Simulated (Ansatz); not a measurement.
# AlPt: the cost of one run

Computed with Ansatz 0.2.0, driven from Python. Level of theory: DFT r2SCAN, plane waves, PAW.

### 1 Starting point

Symmetry: Pm-3m, No. 221, cubic system. Conventional cell: a = 3.092 Å, b = 3.092 Å, c = 3.092 Å, α = 90.00°, β = 90.00°, γ = 90.00°. Al (site symmetry m-3m) is surrounded by 8 Pt at 2.68 Å. Around Pt (site symmetry m-3m) lie 8 Al at 2.68 Å.

The script holds or builds the structure itself.

### 2 Script

Input file alpt.py:

```python
"""Relax cell and ions of AlPt."""

import ansatz as az
from ase import Atoms
from ase.data import atomic_numbers
from ase.io import write
from ase.neighborlist import neighbor_list
import numpy as np
import spglib

KMESH = (10, 10, 10)
CUTOFF = 500
FILLING = "gaussian"
SIGMA = 0.1

def edges_and_angles(cell):
    cell = np.asarray(cell)
    a, b, c = np.linalg.norm(cell, axis=1)
    cosines = cell[1] @ cell[2] / (b * c), cell[0] @ cell[2] / (a * c), cell[0] @ cell[1] / (a * b)
    return (a, b, c, *np.degrees(np.arccos(cosines)))

atoms = Atoms(
    ["Al", "Pt"],
    scaled_positions=[
        (0.0, 0.0, 0.0),
        (0.5, 0.5, 0.5),
    ],
    cell=[
        (3.091546, 0.0, 0.0),
        (0.0, 3.091546, 0.0),
        (0.0, 0.0, 3.091546),
    ],
    pbc=True,
)
system = az.Crystal.from_ase(atoms)

# every cell quantity that the symmetry leaves free
calc = (
    system.calculation()
    .kpoints(mesh=KMESH)  # the mesh must be finer for metals
    .basis(CUTOFF)
    .pseudopotentials("paw")
    .functional(az.Functional.R2SCAN)
    .occupations(FILLING, width=SIGMA)
    .relax(cell=True)  # relax until the tolerances are met
    .density_of_states(energy_step=0.1, method="smearing", broadening_width=0.1, projected=True)  # states per eV and cell
)
steps = []


def collect(event):
    if event["event"] == "relax_step":
        steps.append(event["data"])


res = calc.session().plan().execute(on_event=collect)
rep = res.report
for s in steps:
    flag = "" if s["accepted"] else "  (rejected)"
    print("step %2d  E = %.5f eV  largest force component = %.4f eV/A%s" % (s["step"], s["lagrangian_ev"], s["allowed_force_max_ev_ang"], flag))

first, last = steps[0], steps[-1]
symbols = [site.symbol for site in res.lattice.sites]
print(f"energy gained {first['lagrangian_ev'] - last['lagrangian_ev']:.4f} eV in {len(steps) - 1} steps")
for label, vectors in (("before", first["cell_ang"]), ("after", res.lattice.cell_ang)):
    print(label, "a b c (A) {:.4f} {:.4f} {:.4f}  angles {:.2f} {:.2f} {:.2f}".format(*edges_and_angles(vectors)), f" V = {abs(np.linalg.det(vectors)):.3f} A^3")
print("final stress xx yy zz (GPa, compression positive):", np.round(np.diag(rep["stress_gpa"]), 3) + 0.0)

fractions = [site.position_frac for site in res.lattice.sites]
numbers = [atomic_numbers[s] for s in symbols]
for tolerance in (1e-3, 1e-2, 1e-1):
    print(f"space group at {tolerance} A:", spglib.get_spacegroup((res.lattice.cell_ang, fractions, numbers), symprec=tolerance))

relaxed = Atoms(symbols, positions=[site.position_ang for site in res.lattice.sites], cell=res.lattice.cell_ang, pbc=True)
write("relaxed.vasp", relaxed, format="vasp")

change = np.array(last["positions_ang"]) @ np.linalg.inv(last["cell_ang"]) - np.array(first["positions_ang"]) @ np.linalg.inv(first["cell_ang"])
moved = np.linalg.norm(change @ np.array(last["cell_ang"]), axis=1)
print("displacement within the cell, strain taken out (A):", " ".join(f"{s}:{d:.3f}" for s, d in zip(symbols, moved)))

final = Atoms(symbols, positions=last["positions_ang"], cell=res.lattice.cell_ang, pbc=True)
i, j, d = neighbor_list("ijd", final, 4.5)
print("neighbours within 1.1 times the shortest distance of each atom (A)")
for atom in range(len(final)):
    near = [m for m in np.argsort(d) if i[m] == atom]
    shell = [m for m in near if d[m] < 1.1 * d[near[0]]]
    print(f"{symbols[atom]}{atom} ({len(shell)}):", ", ".join(f"{symbols[j[m]]} {d[m]:.3f}" for m in shell))

for key in ("converged", "n_iterations", "n_electrons", "n_kpoints", "n_pw", "n_symmetry_ops", "free_energy_ev", "fermi_energy_ev"):
    print(f"{key:18s} {rep[key]}")

spg_cell = (res.lattice.cell_ang, [s.position_frac for s in res.lattice.sites], [atomic_numbers[s.symbol] for s in res.lattice.sites])
# the group found depends on the tolerance
found = spglib.get_symmetry_dataset(spg_cell, symprec=1e-3)
print(found.international, found.number, "point group", found.pointgroup)
for site, letter, group in zip(res.lattice.sites, found.wyckoffs, found.site_symmetry_symbols):
    print(f"  {site.symbol:2s} Wyckoff {letter}  site symmetry {group}")

dos = res.density_of_states()
energy = np.asarray(dos.energies_ev) - dos.fermi_ev
projected = res.projected_density_of_states()
# electrons in each projected shell, from the curves below the Fermi level
step = energy[1] - energy[0]
for index, site in enumerate(projected.sites):
    for shell in site.shells:
        curve = sum(np.sum(part.g_bin_mean_per_ev, axis=0) for part in shell.curves)
        print(f"site {index} {site.species:2s} {shell.label:3s} filled {curve[energy <= 0].sum() * step:7.3f}  at E_F {np.interp(0, energy, curve):7.3f} /eV")
```

### 3 The calls as engine input

The package turns the script's settings into the engine's input:

```yaml
crystal:
  lattice:
    - [3.091546, 0.0, 0.0]
    - [0.0, 3.091546, 0.0]
    - [0.0, 0.0, 3.091546]
  atoms:
    - { symbol: Al, position: [0.0, 0.0, 0.0] }
    - { symbol: Pt, position: [0.5, 0.5, 0.5] }
basis:
  ecutwfc: 500.0
kpoints:
  mp_grid:
    grid: [10, 10, 10]
hamiltonian:
  xc: r2scan
  pseudopotentials:
    kind: paw
scf:
  occupations:
    method: gaussian
    width: 0.1
relax:
  cell: {}
output:
  dos:
    de: 0.1
    method:
      smearing:
        sigma: 0.1
    projected: true
```

### 4 Launch

The run is started by

```bash
python alpt.py
```

What time and memory should one allow on 1 thread of Arm Neoverse V2, shared host?

About 12 s, with a peak of 0.49 GiB.
